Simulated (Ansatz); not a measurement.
# SiH3O4 (SMILES [O][Si](O)(O)O) at U-wB97X/6-31G(d) (spherical functions)

Aim: the electronic atomisation energy of SiH3O4 at U-wB97X/6-31G* (spherical functions), from 4 runs. 

The results are computed with Ansatz 0.2.0.

60 further runs of the same task are left out: 4 that didn't finish, 56 set aside as unsound or not needed. Runs told in other sessions of the task aren't counted.

### 1 The system as given

SiH3O4: 8 atoms, total charge 0, spin state doublet. SMILES: `[O][Si](O)(O)O`. Geometry: relaxed at PBE0-D4/def2-TZVP. This is one conformer, not always the lowest.

Bond lengths: O1–Si2 1.656 Å, Si2–O3 1.631 Å, Si2–O4 1.622 Å, Si2–O5 1.624 Å, O3–H6 0.959 Å, O4–H7 0.959 Å, O5–H8 0.958 Å. Angles: O1–Si2–O3 102.2°, O1–Si2–O4 107.0°, O1–Si2–O5 116.5°, O3–Si2–O4 116.6°, O3–Si2–O5 108.2°, O4–Si2–O5 106.6°, Si2–O3–H6 117.6°, Si2–O4–H7 116.9°, Si2–O5–H8 118.2°.

### 2 The energy at U-wB97X/6-31G(d) (spherical functions)

molecule.yaml reads:

```yaml
crystal:
  periodic: [false, false, false]
  atoms:
    - {symbol: O, position_ang: [-1.417600, 0.247800, 1.193000]}
    - {symbol: Si, position_ang: [-0.195800, 0.058700, 0.091000]}
    - {symbol: O, position_ang: [1.117100, -0.067300, 1.049800]}
    - {symbol: O, position_ang: [-0.249900, 1.339100, -0.902700]}
    - {symbol: O, position_ang: [-0.266300, -1.263500, -0.849700]}
    - {symbol: H, position_ang: [1.271400, 0.633000, 1.686700]}
    - {symbol: H, position_ang: [-0.094000, 1.173100, -1.833800]}
    - {symbol: H, position_ang: [-0.165000, -2.120800, -0.434300]}
basis:
  gaussian:
    orbitals: 6-31G_st_-spherical.json
magnetization:
  spin_polarized: true
  initial_magnetization: 1
hamiltonian:
  xc: {name: wB97X}
accuracy: high
output: {orbitals: {seedname: orbitals}}
```

The basis set 6-31G* is read from a file made from the Basis Set Exchange's data (not shown).

Run with:

```sh
ansatz run molecule.yaml --threads 1 --pin off --max-ram 3480MiB --events-out events.jsonl --progress --plain --runs-dir runs
```

Output:

```text
Warning: RAYON_NUM_THREADS=1 ignored (pool sized by the plan → 1); use --threads N
Functional definition: wB97X
  name "wB97X"
  parameter omega = 0.3/bohr
  parameter cx = 0.157706
  parameter cx1 = 0.726479
  parameter cx2 = 1.04760
  parameter cx3 = -5.70635
  parameter cx4 = 13.2794
  parameter css1 = -4.33879
  parameter css2 = 18.2308
  parameter css3 = -31.7430
  parameter css4 = 17.2901
  parameter cos1 = 2.37031
  parameter cos2 = -11.3995
  parameter cos3 = 6.58405
  parameter cos4 = -3.78132
  exchange = spin_sum(e_x_unif_sr(omega)*poly(b97_u_x, 1 - cx, cx1, cx2, cx3, cx4)) + cx*exact_x_sr(omega)
      + exact_x_lr(omega)
  correlation = spin_sum(e_c_pw_same_spin*poly(b97_u_same, 1, css1, css2, css3, css4))
      + integral(e_c_pw_opposite_spin*poly(b97_u_opposite, 1, cos1, cos2, cos3, cos4))
1762 factors; integrals over basis functions are off by at most 3.3e-9 eV
342 factors; integrals over basis functions are off by at most 1.7e-9 eV
mean field evaluation 1: about -16105.9598 eV, gradient 4.7e1 eV
mean field evaluation 2: about -16107.8024 eV, gradient 4.2e1 eV
mean field evaluation 4: about -16113.7175 eV, gradient 1.6e0 eV
mean field evaluation 8: about -16113.9055 eV, gradient 2.4e-1 eV
mean field evaluation 16: about -16113.9087 eV, gradient 3.8e-2 eV
mean field evaluation 32: about -16113.9099 eV, gradient 9.2e-5 eV
mean field -16113.90985228 eV, -592.1752646710 hartree, gradient 4.0e-8 eV, S^2 0.753150; 2 other end points of the search recorded, 0 dependent functions left out
reference -16113.90984935 eV, -592.1752645631 hartree; 25, 24 occupied and 55, 56 virtual orbitals, 1762 factors
Total energy: -16113.90984935 eV, -592.1752645631 hartree
```

Wall time 1.8 min (1 thread of Arm Neoverse V2, shared host); peak memory 0.81 GiB.

### 3 The H atom, same level

molecule.yaml reads:

```yaml
crystal:
  periodic: [false, false, false]
  atoms:
    - {symbol: H, position_ang: [0.000000, 0.000000, 0.000000]}
basis:
  gaussian: {orbitals: "6-31G*"}
magnetization: {spin_polarized: true, initial_magnetization: 1}
hamiltonian: {xc: {name: wB97X}}
accuracy: high
```

Run the same way, it converges to -0.49932 Eh (log not shown).

### 4 The O atom at the same level

job.yaml reads:

```yaml
crystal:
  periodic: [false, false, false]
  atoms:
    - {symbol: O, position_ang: [0.000000, 0.000000, 0.000000]}
basis:
  gaussian:
    orbitals: 6-31G_st_-spherical.json
magnetization:
  spin_polarized: true
  initial_magnetization: 2
hamiltonian:
  xc: {name: wB97X}
accuracy: high
```

The basis set 6-31G* is read from a file made from the Basis Set Exchange's data (not shown).

Run with:

```sh
ansatz run job.yaml --threads 1 --pin off --max-ram 3480MiB --events-out events.jsonl --progress --plain --runs-dir runs
```

Output:

```text
Warning: RAYON_NUM_THREADS=1 ignored (pool sized by the plan → 1); use --threads N
[... 17 set-up lines as earlier in the session ...]
      + exact_x_lr(omega)
[... 1 set-up line as earlier in the session ...]
      + integral(e_c_pw_opposite_spin*poly(b97_u_opposite, 1, cos1, cos2, cos3, cos4))
96 factors; integrals over basis functions are off by at most 1.3e-9 eV
51 factors; integrals over basis functions are off by at most 1.6e-9 eV
mean field evaluation 1: about -2041.9166 eV, gradient 4.0e0 eV
mean field evaluation 2: about -2041.9783 eV, gradient 1.0e0 eV
mean field evaluation 4: about -2041.9832 eV, gradient 2.1e-2 eV
mean field evaluation 8: about -2041.9823 eV, gradient 1.8e-4 eV
mean field -2041.98227275 eV, -75.0414644181 hartree, gradient 3.4e-8 eV, S^2 2.003205; 0 other end points of the search recorded, 0 dependent functions left out
reference -2041.98227236 eV, -75.0414644041 hartree; 5, 3 occupied and 9, 11 virtual orbitals, 96 factors
Total energy: -2041.98227236 eV, -75.0414644041 hartree
```

It took 1.1 s on 1 thread of Arm Neoverse V2, shared host; peak memory 0.13 GiB.

### 5 The Si atom, same level

run.yaml reads:

```yaml
crystal:
  periodic: [false, false, false]
  atoms:
    - {symbol: Si, position_ang: [0.000000, 0.000000, 0.000000]}
basis:
  gaussian:
    orbitals: 6-31G_st_-spherical.json
magnetization:
  spin_polarized: true
  initial_magnetization: 2
hamiltonian:
  xc: {name: wB97X}
accuracy: high
```

The basis set 6-31G* is read from a file made from the Basis Set Exchange's data (not shown).

Run the same way, it converges to -289.33785 Eh (log not shown).

### 6 Summary of results

At U-wB97X/6-31G* (spherical functions):

| quantity | value |
| --- | --- |
| molecule: total energy | -592.17526 Eh |
| molecule: HOMO energy (highest over α and β) | -11.28 eV |
| molecule: LUMO energy (lowest over α and β) | -1.95 eV |
| molecule: ⟨S²⟩ | 0.753 |
| H atom: total energy | -0.49932 Eh |
| H atom: ⟨S²⟩ | 0.750 |
| O atom: total energy | -75.04146 Eh |
| O atom: ⟨S²⟩ | 2.003 |
| Si atom: total energy | -289.33785 Eh |
| Si atom: ⟨S²⟩ | 2.003 |
| electronic atomisation energy | 31.935 eV |

In words: Taking the molecule apart into free atoms costs 31.94 eV (3081 kJ/mol), before zero-point energy and without spin-orbit coupling.
